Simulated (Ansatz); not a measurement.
Write a Python script for the Ansatz DFT code, driven from Python that makes the levels without and with spin-orbit coupling of Ir, space group Pmma. Use (first run): PBEsol, PAW, cutoff 470 eV, 3×14×4 k-points, cold smearing of 0.05 eV.

```
Ir
1.0
    12.23846    0.00000    0.00000
     0.00000    2.23343    0.00000
     0.00000    0.00000    7.19300
Ir
2
Cartesian
  3.0596 0.0000 1.1796
  9.1788 0.0000 6.0134
```

Script `ir_soc.py`:
```python
# -*- coding: utf-8 -*-
"""Levels of Ir without and with spin-orbit coupling."""

from dataclasses import dataclass
import warnings

import ansatz as az
from ase import Atoms


@dataclass(frozen=True)
class RunConfig:
    xc: str = "pbesol"
    cutoff_ev: int = 470
    k_length: int = 32
    filling: str = "cold"
    smearing_width: float = 0.05


opts = RunConfig()

warnings.simplefilter("ignore", az.DeckWarning)

atoms = Atoms(
    ["Ir", "Ir"],
    scaled_positions=[
        (0.25, 0.0, 0.163988),
        (0.75, 0.0, 0.836012),
    ],
    cell=[
        (12.238455, 0.0, 0.0),
        (0.0, 2.233431, 0.0),
        (0.0, 0.0, 7.193001),
    ],
    pbc=True,
)
system = az.Crystal.from_ase(atoms)

job = (
    system.calculation()
    .functional(opts.xc)
    .basis(opts.cutoff_ev)
    .kpoints(length=opts.k_length)
    .occupations(opts.filling, width=opts.smearing_width)
    .band_table()
)
for label, variant in (("scalar-relativistic", job), ("spin-orbit", job.spin(soc=True))):
    summary = variant.run(threads=1).report
    zero = summary["band_edges_ev"][0] if summary.get("band_edges_ev") else summary["fermi_energy_ev"]
    near = [round(e - zero, 3) for e in summary["eigenvalues_ev"][0] if abs(e - zero) < 2]
    print(label)
    print("  band edges (eV):", [round(e, 3) for e in summary.get("band_edges_ev") or []] or "none reported")
    print("  levels at k =", summary["kpoints_frac"][0], "within 2 eV of the zero:", near)
```

`python ir_soc.py` gives:
```text
scalar-relativistic
  band edges (eV): none reported
  levels at k = [0.0, 0.0, 0.0] within 2 eV of the zero: [-1.638, -1.635, -1.633, -1.629]
spin-orbit
  band edges (eV): none reported
  levels at k = [0.0, 0.0, 0.0] within 2 eV of the zero: [-1.446, -1.446, -1.44, -1.44, 1.981, 1.981, 1.984, 1.984]
```

Caveats:
- The cell holds layers, chains or clusters in vacuum, no bulk phase.
- The computed bands are complete only to about 2.6 eV above the Fermi level.
- Points of the mesh across the vacuum add cost only.
- This isn't the structure that Ir takes at ambient conditions.
- Levels are Kohn-Sham eigenvalues on this mesh.
- With spin-orbit coupling each level holds one electron and, with inversion or at time-reversal points, comes in pairs; a window in energy can cut a split set.
- Finished in 84 s on 1 thread of Arm Neoverse V1, with other jobs on the host, peak memory 1 GiB.
